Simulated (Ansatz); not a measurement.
# GeCl+ (quintet): from Hartree-Fock to the top rungs, cc-pVDZ

How much of the correlation energy of GeCl+ (quintet) does each wave-function method recover here?

The runs use Ansatz 0.2.0, Gaussian basis; cc-pVDZ, core rule «outside noble gas», up to 19 orbitals frozen.

Plan: UHF; CCSD(T) on ROHF; CCSD(T) on UHF; BCCD(T) on ROHF; CISD; CCSDT(Q) on ROHF; CCSDT(Q) on UHF; CISDTQ; CCSDTQ on ROHF; CCSDTQ on UHF.

7 further runs of the same task are left out: 2 for a known fault of the program, 2 that didn't finish, 3 set aside as unsound or not needed.

### Step 1. What is computed

The geometry is a PBE0/def2-TZVP stationary point (not a proven minimum) of the parent state, kept for this charge and spin. No spin-orbit coupling is included. The filled d shell of Ge may be among the frozen orbitals whatever the setting's name suggests; the logs give the count.

2 atoms, charge 1, spin multiplicity 5.

Atoms are counted from 1 here; the program's logs count them from 0.

Bond lengths: Ge1–Cl2 2.179 Å.

### Step 2. UHF

in.yaml

```yaml
crystal:
  periodic: [false, false, false]
  atoms:
    - {symbol: Ge, position_ang: [0.000000, 0.000000, 0.000000]}
    - {symbol: Cl, position_ang: [0.000000, 0.000000, 2.178600]}
basis:
  gaussian: {orbitals: cc-pVDZ}
total_charge: 1
magnetization: {spin_polarized: true, initial_magnetization: 4}
hamiltonian: {xc: hf}
output: {orbitals: {seedname: orbitals}}
```

Launch:

```sh
ansatz run in.yaml --threads 1 --pin off --events-out ev --progress --plain --max-ram 4096MiB --backend cpu
```

After this run come: CCSD(T) on ROHF; CCSD(T) on UHF; BCCD(T) on ROHF; CISD; CCSDT(Q) on ROHF; CCSDT(Q) on UHF; CISDTQ; CCSDTQ on ROHF; CCSDTQ on UHF.

Q: Predict the results of all the runs planned. Wanted: UCCSDTQ below the RHF energy; RMP2 from UCCSDTQ; UMP2 from UCCSDTQ; RCCSD from UCCSDTQ; RCCSD(T) from UCCSDTQ; UCCSD(T) from UCCSDTQ; RCCSDT(Q) from UCCSDTQ; UCCSDT(Q) from UCCSDTQ; T1 diagnostic.

The runs gave:

| quantity | value |
| --- | --- |
| UCCSDTQ below the RHF energy | -4.5112 eV |
| RMP2 from UCCSDTQ | +17.63 kcal/mol |
| UMP2 from UCCSDTQ | +17.32 kcal/mol |
| RCCSD from UCCSDTQ | +3.14 kcal/mol |
| RCCSD(T) from UCCSDTQ | +1.16 kcal/mol |
| UCCSD(T) from UCCSDTQ | +0.55 kcal/mol |
| RCCSDT(Q) from UCCSDTQ | +0.62 kcal/mol |
| UCCSDT(Q) from UCCSDTQ | +0.01 kcal/mol |
| levels within 1 kcal/mol (43 meV) | UCCSD(T), RCCSDT, UCCSDT, RCCSDT(Q), UCCSDT(Q), RCCSDTQ |
| T1 diagnostic | 0.021 |

**Reading.** RCCSD(T) misses by +1.16 kcal/mol, 1.1 % of the correlation energy. CCSD(T) misses by +1.16 kcal/mol on the restricted determinant and by +0.55 kcal/mol on the unrestricted one; the two need not hold the same state or core. These misses are within one basis, not against nature; the frozen cores of restricted and unrestricted runs differ, which can shift their rows.
